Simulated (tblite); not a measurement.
# Al3H4O5P: the cost of one run

Computed with tblite 0.8.0 and PySCF 2.14.0; each step states its level. No surroundings beyond the atoms listed, unless a continuum is named. Atoms count from 0, parts from 1.

## 1. The system as given

13 atoms, charge 0, multiplicity 1; geometry: distance geometry start.

## 2. Geometry optimisation with GFN2-xTB

What the job is given:

```
{"job": {"kind": "relax", "xc": "GFN2-xTB", "basis": "xTB"}, "charge": 0, "multiplicity": 1}
O      0.525209     1.170399    -0.968233
Al     1.810303     1.411675     0.390146
O      1.866370     3.116941     1.140294
O      2.014594    -0.024167     1.580619
Al     1.066956    -1.635128     1.465394
O      0.537231    -2.350825     3.108739
O     -0.168337    -1.755537     0.074559
Al    -0.482584    -0.412817    -1.194455
P     -2.635282    -0.091184    -1.789014
H      1.246904     3.816599     0.923854
H      0.650866    -1.946852     3.970801
H     -3.581383    -0.371698    -0.804518
H     -2.910433     1.002059    -2.608540
```

With the program's defaults for keys left out, this is: GFN2-xTB geometry optimisation, gas phase.

Run with:

```sh
OMP_NUM_THREADS=1 python cluster_run.py task.json out
```

One launch serves the whole session: the jobs run in the order shown.

Q: Estimate the wall time of this first job on 1 thread of Arm Neoverse V2, shared host.

About 2.3 s.
